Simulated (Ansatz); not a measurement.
# Si2W: a single-point run

Aim: the field gradients at the nuclei of Si2W, from a sound single-point run.

Method: DFT, PBE, plane-wave PAW, default files, scalar-relativistic, in Ansatz 0.2.0.

## (1) The system as given

It takes space group I4/mmm (No. 139, tetragonal). Conventional cell: a = 2.250 Å, b = 2.250 Å, c = 5.481 Å, α = 90.00°, β = 90.00°, γ = 90.00°. Si (site symmetry 4mm) has 5 Si at 1.81 to 1.84 Å and 5 W at 1.83 Å as nearest neighbours. Around W (site symmetry 4/mmm) lie 10 Si at 1.83 Å.

Structure file:

```xyz
3
Lattice="-1.1248 1.1248 2.7405 1.1248 -1.1248 2.7405 1.1248 1.1248 -2.7405" Properties=species:S:1:pos:R:3 pbc="T T T"
Si    0.0000    0.0000    1.8345
Si    0.0000    0.0000    3.6465
W     0.0000    0.0000    0.0000
```

## (2) Input and run

input.yaml

```yaml
crystal:
  lattice:
    - [-1.12483, 1.12483, 2.740465]
    - [1.12483, -1.12483, 2.740465]
    - [1.12483, 1.12483, -2.740465]
  atoms:
    - { symbol: Si, position: [0.3347, 0.3347, 0.0] }
    - { symbol: Si, position: [0.6653, 0.6653, 0.0] }
    - { symbol: W, position: [0.0, 0.0, 0.0] }
kpoints:
  mp_grid: { grid: [20, 20, 20] }
scf:
  occupations: { method: fermi_dirac, width: 0.05 }
  max_iter: 50
hamiltonian:
  xc: pbe
  pseudopotentials: { kind: paw }
output:
  forces: true
  stress: true
  populations: true
  efg: { contact_densities: true }
```

Run with:

```bash
$ ansatz run input.yaml --threads 1 --pin off --max-ram 3072MiB --backend cpu --events-out ev --progress --plain --runs-dir out
```

The log of the run:

```text
Warning: RAYON_NUM_THREADS=1 ignored (pool sized by the plan → 1); use --threads N
W: output.efg is read without spin–orbit coupling, which moves field gradients at and beside such atoms by some per cent and up to a factor of two; PAW files take it under magnetization.noncollinear and magnetization.spin_orbit
Engine: ansatz 0.2.0, x86_64-unknown-linux-gnu
Pseudopotentials: kind: paw
Pseudopotential: Si, paw, valence charge 4, recommended cutoff 420 eV (normal), Si.paw.azcp
Pseudopotential: W, paw, valence charge 14, recommended cutoff 420 eV (normal), W.paw.azcp
Functional definition: PBE
  parameter kappa = 0.804
  parameter beta = 0.06672455060314922
  exchange = pbe_x(kappa = kappa, mu = beta*pi^2/3)
  correlation = pbe_c(beta = beta)
Crystal: 3 atoms, lattice volume = 13.869 Å³
Basis set: ecut = 420 eV, 277 PW (Γ), exchange–correlation on 48×48×48 points (8 copies of the dense FFT grid, shifted against one another)
Bands: 15, of which v1, the nominal top of the filled ones, is band 11 counted from 1 (10 counted from 0)
Symmetry: 16 space group operations
Space group: I4/mmm (ITA 139), of the structure as read, at distance tolerance 2.4e-5 Å
k-points: 641 of 8000
Non-local potential: Si, projectors of the file, l = 0: 2, l = 1: 2, l = 2: 2
Non-local potential: W, projectors of the file, l = 0: 3, l = 1: 2, l = 2: 2, l = 3: 1
PAW form: soft (Blöchl's): semilocal exchange-correlation on the pseudo side does not see the compensation charge
PAW one-centre angular grid: Si, 110 points (default); XC on 64 Gauss nodes
PAW one-centre angular grid: W, 590 points (default); XC on 64 Gauss nodes
Initial density: superposition of atomic densities (neutral atoms: chi_scale 0, normalization atom), corrected by the library's trained network
Initial wavefunctions: pseudopotential atomic-orbital guess
Functional: x = pbe(κ = 0.804, μ = 0.2195149727645171), c = pbe(β = 0.06672455060314922)
SCF iter   1: F=—  HF=-11578.559243 eV  |F-HF|=—  |Δ(HF+E_count)|=         —  Δρ=7.36e-1  dr2=3.44e1  ethr=1.77e-3  ⟨swp⟩=9.3  Hψ=80313  notcnv=0
preconditioner: auto → LDOS  [metal: Δε(μ)=0.015 eV  Ē_g=26.184 eV  σ=0.050 eV  W_gap=0.07  n_scr=2 (ndim 8)  ℏωp=44.6 eV  f_vac=0.143  D(μ)=0.56/eV (n_scr^D=2)  β→1.0]
SCF iter   2: F=—  HF=-11588.167011 eV  |F-HF|=—  |Δ(HF+E_count)|=    9.61e0  Δρ=1.93e-1  dr2=4.22e0  ethr=1.77e-3  ⟨swp⟩=6.8  Hψ=45555  notcnv=0  defer=54
preconditioner: auto → none  [metal: Δε(μ)=0.001 eV  Ē_g=26.106 eV  σ=0.050 eV  W_gap=0.01  n_scr=2 (ndim 8)  ℏωp=44.4 eV  f_vac=0.000  D(μ)=0.60/eV (n_scr^D=2)  β→0.5]
SCF iter   3: F=—  HF=-11586.924458 eV  |F-HF|=—  |Δ(HF+E_count)|=    1.24e0  Δρ=8.39e-2  dr2=1.33e0  ethr=1.77e-3  ⟨swp⟩=5.7  Hψ=34594  notcnv=0  defer=37
SCF iter   4: F=—  HF=-11586.425214 eV  |F-HF|=—  |Δ(HF+E_count)|=   4.99e-1  Δρ=1.44e-2  dr2=1.38e-2  ethr=1.77e-3  ⟨swp⟩=4.2  Hψ=26766  notcnv=0  defer=37
SCF iter   5: F=—  HF=-11586.429162 eV  |F-HF|=—  |Δ(HF+E_count)|=   3.95e-3  Δρ=2.30e-3  dr2=2.39e-4  ethr=6.25e-5  ⟨swp⟩=3.2  Hψ=20587  notcnv=0  defer=29
SCF iter   6: F=—  HF=-11586.429443 eV  |F-HF|=—  |Δ(HF+E_count)|=   2.81e-4  Δρ=2.80e-4  dr2=5.90e-6  ethr=1.08e-6  ⟨swp⟩=3.6  Hψ=19228  notcnv=0  defer=26
SCF iter   7: F=—  HF=-11586.429449 eV  |F-HF|=—  |Δ(HF+E_count)|=   5.98e-6  Δρ=2.90e-5  dr2=8.52e-8  ethr=4.55e-10  ⟨swp⟩=12.1  Hψ=87838  notcnv=0
SCF iter   8: F=-11586.429449 eV  HF=-11586.429449 eV  |F-HF|=1.46e-11  |Δ(HF+E_count)|=   1.75e-8  Δρ=2.59e-6  dr2=2.71e-10  ethr=3.87e-10  ⟨swp⟩=4.7  Hψ=43005  notcnv=0
SCF 1 converged in 8 iterations: F = -11586.429449 eV  dr2 = 2.71e-10
SCF converged after 8 iterations
Free energy (F): -11586.429449 eV
Harris-Foulkes:  -11586.429449 eV  (|F-HF|=1.46e-11)
Internal energy: -11586.425132 eV  (E = F + TS)
E sigma→0 (E₀):  -11586.427290 eV
Entropy (-TS):   -0.004317 eV (-1.439 meV/atom)
Fermi energy:    50.165851 eV
--- Per-component energies (eV) ---
  E_band       = 541.470470
  E_kinetic    = 748.299389
  E_local      = -173.475522  (includes V_loc(G=0)·N_el)
  E_nonlocal   = 119.739896
  E_hartree    = 207.206945
  E_xc         = -439.932611
  E_vxc        = -412.259561  (∫ρ·V_xc dr)
  E_paw        = -9613.287962  (= ΣΔE_a)
  E_vpaw       = -155.247328  (= ΣTr[D̂ρ^β])
  E_aug_tail   = -0.000089  (compensation charges beyond the density's cutoff)
  E_ewald      = -2434.975179
  E_smearing   = -0.004317  (= −TS)
  E_closure    = 0.000000  (closes the sum)
  Σ components = -11586.429449   (vs F -11586.429449, Δ=0.00e0)
--- Forces (eV/Å), atoms counted from 1 ---
  atom   1  Si     0.00000000    -0.00000000    -7.92405440
  atom   2  Si    -0.00000000    -0.00000000     7.92405440
  atom   3  W      0.00000000     0.00000000     0.00000000
  max |Σ_I F_I| component: 1.18e-16 eV/Å
--- Stress (GPa, compression-positive) ---
     1909.712046       0.000000      -0.000000
        0.000000    1909.712046      -0.000000
        0.000000      -0.000000    2141.279057
  P = ⅓ Tr σ = 1986.9010 GPa (19869.010 kbar)
--- PAW observables at the nuclei: V_zz in 10²¹ V/m², potentials from the cell's mean, atoms counted from 1 ---
  atom   1  Si V_zz =    -6.539125   η = 0.0000   by run symmetry: allowed
            electrostatic potential = -1414.383731 V   contact ρ = 12817.228892 e/Å³
  atom   2  Si V_zz =    -6.539125   η = 0.0000   by run symmetry: allowed
            electrostatic potential = -1414.383731 V   contact ρ = 12817.228892 e/Å³
  atom   3  W  V_zz =   +11.030712   η = 0.0000   by run symmetry: allowed
            electrostatic potential = -14859.883768 V   contact ρ = 8822577.985332 e/Å³
--- Band table (eV; the first three rows and the last of 641) ---
  k-point 0: bands = ["-26.7764", "6.5827", "9.9147", "9.9147", "26.0472", "32.6531", "34.9714", "41.6411", "41.6411", "44.6197", "49.4194", "52.3299", "58.9216", "58.9216", "60.3345"]
  k-point 1: bands = ["-26.7390", "6.6170", "9.7110", "9.7500", "26.2675", "32.9996", "35.3592", "40.3510", "41.3435", "46.1588", "48.4985", "52.5832", "58.1916", "59.0783", "61.1857"]
  k-point 2: bands = ["-26.6308", "6.7153", "9.1617", "9.2939", "26.8698", "34.0135", "36.4794", "38.4308", "40.5962", "46.2253", "48.8140", "53.1015", "57.7254", "59.5453", "61.0744"]
  k-point 640: bands = ["-26.6357", "5.2353", "9.8894", "9.8894", "31.4679", "33.1247", "34.3350", "41.6715", "46.2258", "46.2258", "50.6485", "51.1245", "51.1245", "54.5686", "57.3596"]
--- Löwdin populations: 3 sites ---
  site symbol       q [e]
     0     Si      2.9303
     1     Si      2.9303
     2      W     15.5560
  spilling = 0.026517 (of n_electrons = 22.000000)
```

Wall time 24 s (1 thread of Intel Xeon Platinum 8259CL at 2.50GHz (Skylake/Cascade Lake), shared host); peak memory 0.52 GiB.

## (3) Can this be trusted?

This run ends as converged, with warnings (gradients without spin orbit). It gives a pressure of 1987 GPa and a largest force of 7.9 eV/Å, which is large; a structure far from rest gives such values too, whatever the setting.

The structure is squeezed far below its natural size. The shortest distance in the input is 1.81 Å, between atoms 1 (Si) and 2 (Si).

What to do: use the intended lattice or bond lengths.

## (4) A check with that setting changed

Other changes include kpoints.mp_grid, scf.occupations, scf.max_iter, output requests.

input.yaml

```yaml
crystal:
  lattice:
    - [-1.6069, 1.6069, 3.91495]
    - [1.6069, -1.6069, 3.91495]
    - [1.6069, 1.6069, -3.91495]
  atoms:
    - { symbol: Si, position: [0.3347, 0.3347, 0.0] }
    - { symbol: Si, position: [0.6653, 0.6653, 0.0] }
    - { symbol: W, position: [0.0, 0.0, 0.0] }
kpoints:
  mp_grid: { grid: [19, 19, 19] }
scf:
  occupations: { method: fermi_dirac, width: 0.02 }
hamiltonian:
  xc: pbe
  pseudopotentials: { kind: paw }
output:
  forces: true
  stress: true
  populations: true
  efg: { contact_densities: true }
  write_density: true
  write_potential: true
  elf: true
  volumetric_format: npy
```

Run with:

```bash
$ ansatz run input.yaml --threads 1 --pin off --max-ram 3072MiB --backend cpu --events-out ev --progress --plain --runs-dir out
```

From the output:

```text
[...]
Basis set: ecut = 420 eV, 793 PW (Γ), exchange–correlation on 64×64×64 points (8 copies of the dense FFT grid, shifted against one another)
[...]
k-points: 550 of 6859
[...]
SCF iter   1: F=—  HF=-11657.454914 eV  |F-HF|=—  |Δ(HF+E_count)|=         —  Δρ=3.40e-3  dr2=1.89e-3  ethr=1.77e-3  ⟨swp⟩=6.0  Hψ=49928  notcnv=0
preconditioner: auto → Kerker (q_TF=auto, 2.465 Å⁻¹)  [metal: Δε(μ)=0.016 eV  Ē_g=8.124 eV  σ=0.020 eV  W_gap=0.20  n_scr=10 (ndim 8)  ℏωp=21.8 eV  f_vac=0.000  D(μ)=0.19/eV (n_scr^D=0)]
SCF iter   2: F=—  HF=-11657.455251 eV  |F-HF|=—  |Δ(HF+E_count)|=   3.37e-4  Δρ=1.95e-3  dr2=7.43e-4  ethr=8.59e-6  ⟨swp⟩=1.6  Hψ=13165  notcnv=0
[...]
SCF iter   5: F=—  HF=-11657.455372 eV  |F-HF|=—  |Δ(HF+E_count)|=   6.15e-8  Δρ=1.35e-5  dr2=1.07e-7  ethr=8.75e-9  ⟨swp⟩=2.0  Hψ=11539  notcnv=0
SCF iter   6: F=-11657.455371 eV  HF=-11657.455371 eV  |F-HF|=1.24e-9  |Δ(HF+E_count)|=   1.23e-8  Δρ=2.62e-6  dr2=2.94e-9  ethr=4.55e-10  ⟨swp⟩=8.0  Hψ=44529  notcnv=0
[...]
SCF converged after 6 iterations
Free energy (F): -11657.455371 eV
[...]
E sigma→0 (E₀):  -11657.455252 eV
[...]
Fermi energy:    16.747832 eV
[...]
  P = ⅓ Tr σ = 3.2775 GPa (32.775 kbar)
[...]
```

Run time: 28 s. Hardware: 1 thread of Intel Xeon Platinum 8259CL at 2.50GHz (Skylake/Cascade Lake), shared host; peak memory 0.63 GiB.

Site by site (atoms counted from 1):

| site | atoms | first shell | V_zz (10²¹ V/m²) | η | C_Q (MHz) |
| --- | --- | --- | --- | --- | --- |
| Si | 1, 2 | 5 Si at 2.59–2.63 Å, 5 W at 2.62 Å | -0.92 | 0.00 | – |
| W | 3 | 10 Si at 2.62 Å | -16.66 | 0.00 | – |

C_Q = eQV_zz/h, which is 24.18 MHz for Q = 1 b and V_zz = 10²¹ V/m²; η = (V_xx − V_yy)/V_zz. Q values from Pyykkö, Mol. Phys. 116, 1328 (2018). A dash under C_Q marks elements without a common quadrupolar isotope.

| run | ending | energy change | pressure (GPa) | gap (eV) | force (eV/Å) | cycles | time |
| --- | --- | --- | --- | --- | --- | --- | --- |
| first try | converged | +23.68 eV/atom | 1986.9 | 0.00 | 7.92 | 8 | 24 s |
| second try | converged | 0 | 3.3 | 0.00 | 0.05 | 6 | 28 s |

## (5) Summary of results

```
                           quantity                      value
                          first try    converged, 8 SCF cycles
                 fault in the input         structure squeezed
                         second try    converged, 6 SCF cycles
energy (zero set by the potentials)             -11657.4554 eV
                           pressure                   3.28 GPa
                    gap on the mesh  none (metal on this mesh)
                      largest force                 0.053 eV/Å
               largest V_zz in size     16.66 × 10²¹ V/m² at W
```

What this shows: Both runs converge, but the first lies +23.68 eV/atom from the second; on mending, the pressure goes from 1986.9 to 3.3 GPa, the largest force goes from 7.92 to 0.05 eV/Å. Only the second answers the question as it was meant. The largest force in the second run is 0.053 eV/Å, so the atoms are not at their relaxed places.
